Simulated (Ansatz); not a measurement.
# CH₄AlFSe: vertical ionisation energy

One table from this session's results is given with a row withheld; the runs are named, their logs left out.

Program: Ansatz 0.2.0, Gaussian basis. Level of theory: unrestricted cation, the program's frozen cores in correlated methods. These are calculated values, not measurements.

Levels to be run: UKS PBE-D4/def2-TZVPP; UKS r2SCAN-D4/def2-TZVPP; UKS PBE0-D4/def2-TZVPP; UKS B3LYP-D4/def2-TZVPP; UKS wB97X-V/def2-TZVPP; UKS wB97M-V/def2-TZVPP; UKS B2PLYP/def2-TZVPP; UHF-CCSD(T)/def2-TZVPP; UHF-MP2/def2-QZVPP; extrapolation to the limit; then −ε(HOMO) from the neutral's earlier runs with LDA (SPW92), PBE-D4, revPBE-D4, BLYP-D4, r2SCAN-D4, B97M-V, PBE0-D4, B3LYP-D4, r2SCANh-D4, r2SCAN0-D4, HSE06-D4, BHLYP-D4, CAM-B3LYP-D4, LC-ωPBE, ωB97X-V, ωB97M-V.

## The relaxed structure

An earlier PBE0-D4 in a triple-zeta def2 set relaxation fixed the geometry.

SMILES `C[Se][AlH][F]`, 8 atoms, charge 0, spin multiplicity 1.

Atoms are counted from 1 here; the program's logs count them from 0.

Bond lengths: C1–Se2 1.967 Å, C1–H5 1.087 Å, C1–H6 1.089 Å, C1–H7 1.087 Å, Se2–Al3 2.290 Å, Al3–F4 1.647 Å, Al3–H8 1.575 Å. Angles: Se2–C1–H5 108.0°, Se2–C1–H6 111.1°, Se2–C1–H7 108.1°, H5–C1–H6 109.7°, H5–C1–H7 110.2°, H6–C1–H7 109.7°, C1–Se2–Al3 96.1°, Se2–Al3–F4 118.6°, Se2–Al3–H8 121.7°, F4–Al3–H8 119.8°.

The first run:

Contents of in.yaml:

```yaml
crystal:
  periodic: [false, false, false]
  atoms:
    - {symbol: C, position_ang: [-1.028187, 0.768187, 0.603451]}
    - {symbol: Se, position_ang: [-0.110067, 0.889039, -1.131720]}
    - {symbol: Al, position_ang: [1.270719, -0.907965, -0.802419]}
    - {symbol: F, position_ang: [2.331070, -1.315224, -1.995624]}
    - {symbol: H, position_ang: [-2.090647, 0.635589, 0.413749]}
    - {symbol: H, position_ang: [-0.652770, -0.070740, 1.187848]}
    - {symbol: H, position_ang: [-0.855204, 1.696488, 1.142609]}
    - {symbol: H, position_ang: [1.227087, -1.752572, 0.526306]}
basis:
  gaussian: {orbitals: def2-TZVPP}
total_charge: 1
magnetization: {spin_polarized: true, initial_magnetization: 1}
hamiltonian: {xc: pbe, dispersion: d4}
```

Launch:

```bash
$ ansatz run in.yaml --threads 2 --pin off --events-out ev --progress --plain --max-ram 32768MiB --backend cpu
```

Steps of the session up to this table: Cation, UKS PBE-D4/def2-TZVPP; Cation, UKS r2SCAN-D4/def2-TZVPP; Cation, UKS PBE0-D4/def2-TZVPP; Cation, UKS B3LYP-D4/def2-TZVPP; Cation, UKS wB97X-V/def2-TZVPP; Cation, UKS wB97M-V/def2-TZVPP; Cation, UKS B2PLYP (frozen core)/def2-TZVPP; Cation, UHF-CCSD(T)/def2-TZVPP; Cation, UHF-MP2/def2-QZVPP.

One of the session's tables, all rows but one given; the rest of the session is left out.

It belongs to the step «Ionisation energies side by side». For comparison, −ε(HOMO) of the neutral from earlier runs:

| functional | −ε(HOMO) (eV) |
| --- | --- |
| LDA (SPW92) | ? |
| PBE-D4 | 6.00 |
| revPBE-D4 | 5.95 |
| BLYP-D4 | 5.83 |
| r2SCAN-D4 | 6.25 |
| B97M-V | 6.31 |
| PBE0-D4 | 7.10 |
| B3LYP-D4 | 6.86 |
| r2SCANh-D4 | 6.66 |
| r2SCAN0-D4 | 7.26 |
| HSE06-D4 | 6.70 |
| BHLYP-D4 | 8.04 |
| CAM-B3LYP-D4 | 8.34 |
| LC-ωPBE | 9.69 |
| ωB97X-V | 9.35 |
| ωB97M-V | 9.21 |

**Question.** Estimate the row for LDA (SPW92).

The run gave: −ε(HOMO) (eV): 6.14. In the column «−ε(HOMO) (eV)» it lies between PBE-D4 (6.00) and r2SCAN-D4 (6.25).
